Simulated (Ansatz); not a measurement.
# CH2FNSSi: one species, many methods

Aim: compute CH2FNSSi with functionals from several rungs and with coupled cluster, and see how far each lands from CCSD(T) at the basis-set limit for the atomisation energy.

Computed with Ansatz 0.2.0, Gaussian basis. Level: functionals in def2-TZVPP, the program's frozen cores in correlated methods.

Levels to be run: LDA (SPW92), PBE-D4, revPBE-D4, BLYP-D4, r2SCAN-D4, B97M-V, PBE0-D4, B3LYP-D4, r2SCANh-D4, r2SCAN0-D4, HSE06-D4, BHLYP-D4, CAM-B3LYP-D4, LC-ωPBE, ωB97X-V, ωB97M-V, B2PLYP, PBE-QIDH; CCSD(T)/def2-SVP; CCSD(T)/def2-TZVPP; MP2/def2-QZVPP; extrapolation to the limit; RPA on PBE.

### Step 1. The relaxed structure

All runs share one geometry, relaxed beforehand with PBE0-D4 in a triple-zeta def2 set.

SMILES `F[SiH]1N=C1S`, 7 atoms, charge 0, spin multiplicity 1.

Atoms are counted from 1 here; the program's logs count them from 0.

Bond lengths: F1–Si2 1.585 Å, Si2–N3 1.741 Å, Si2–C4 1.759 Å, Si2–H6 1.466 Å, N3–C4 1.301 Å, C4–S5 1.714 Å, S5–H7 1.350 Å. Angles: F1–Si2–N3 120.0°, F1–Si2–C4 122.5°, F1–Si2–H6 107.9°, N3–Si2–C4 43.6°, N3–Si2–H6 122.8°, C4–Si2–H6 126.5°, Si2–N3–C4 68.9°, Si2–C4–N3 67.4°, Si2–C4–S5 160.7°, N3–C4–S5 131.8°, C4–S5–H7 95.9°.

### Step 2. LDA

This LDA is Slater exchange with PW92 correlation.

File in.yaml:

```yaml
crystal:
  periodic: [false, false, false]
  atoms:
    - {symbol: F, position_ang: [-2.420202, 0.296619, 0.303489]}
    - {symbol: Si, position_ang: [-0.890679, 0.591790, 0.594749]}
    - {symbol: N, position_ang: [0.226731, 0.775144, -0.727547]}
    - {symbol: C, position_ang: [0.406538, -0.359534, -0.117321]}
    - {symbol: S, position_ang: [1.483840, -1.659109, -0.415251]}
    - {symbol: H, position_ang: [-0.812019, 1.396256, 1.818114]}
    - {symbol: H, position_ang: [2.067190, -1.109267, -1.501832]}
basis:
  gaussian: {orbitals: def2-TZVPP}
hamiltonian: {xc: lda}
output: {orbitals: {seedname: orbitals}}
```

Started as:

```bash
ansatz run in.yaml --threads 2 --pin off --events-out ev --progress --plain --max-ram 4352MiB
```

Further steps of the session: PBE-D4 (GGA); revPBE-D4 (GGA); BLYP-D4 (GGA); r2SCAN-D4 (meta-GGA); B97M-V (meta-GGA); B3LYP-D4 (hybrid); r2SCANh-D4 (hybrid); r2SCAN0-D4 (hybrid); HSE06-D4 (hybrid); BHLYP-D4 (hybrid); CAM-B3LYP-D4 (range-separated); LC-ωPBE (range-separated); ωB97X-V (range-separated); ωB97M-V (range-separated); B2PLYP (double hybrid); PBE-QIDH (double hybrid); CCSD(T) in def2-SVP; CCSD(T) in def2-TZVPP; MP2 in def2-QZVPP; RPA on PBE orbitals.

Q: Predict the results of all the runs planned. Wanted: atomisation energy, CCSD(T)/CBS; farthest beyond LDA; mean size of error, GGA; mean size of error, meta-GGA; mean size of error, hybrid; mean size of error, range-separated; mean size of error, double hybrid; gap, smallest and largest; T1 diagnostic.

**Answer**, as computed:

```
                               quantity                                      value
        atomisation energy, CCSD(T)/CBS                              2621.0 kJ/mol
 functionals within 13.1 kJ/mol (0.5 %)   PBE0-D4, B3LYP-D4, CAM-B3LYP-D4, LC-ωPBE
                    farthest beyond LDA                   BHLYP-D4 (-136.3 kJ/mol)
                mean size of error, GGA                                56.1 kJ/mol
           mean size of error, meta-GGA                                25.8 kJ/mol
             mean size of error, hybrid                                41.4 kJ/mol
    mean size of error, range-separated                                15.2 kJ/mol
      mean size of error, double hybrid                                26.8 kJ/mol
              gap, smallest and largest  3.76 eV (LDA (SPW92)), 11.20 eV (LC-ωPBE)
                          T1 diagnostic                                     0.0149
triples share of the correlation energy                                      4.4 %
```

**Reading.** The LDA atomisation energy is off by 492.8 kJ/mol (19 %): it overbinds. PBE-D4 is off by +112.6 kJ/mol. Double hybrids carry the basis error of their MP2 part in triple zeta, and no dispersion term here, so their miss is partly the set-up's. Taken by rung, range-separated functionals do best (15.2 kJ/mol on average) and GGA ones worst beyond LDA (56.1 kJ/mol). Misses under about 13.1 kJ/mol are within the doubt on the reference itself, which lacks core-valence correlation, relativity and higher excitations. Hartree-Fock recovers 65 % of the binding; the rest is correlation. CCSD(T) in def2-SVP is off by -246.1 kJ/mol, worse than the median functional, from the basis alone. Orbital gaps span 3.8 to 11.2 eV; exact exchange widens them.
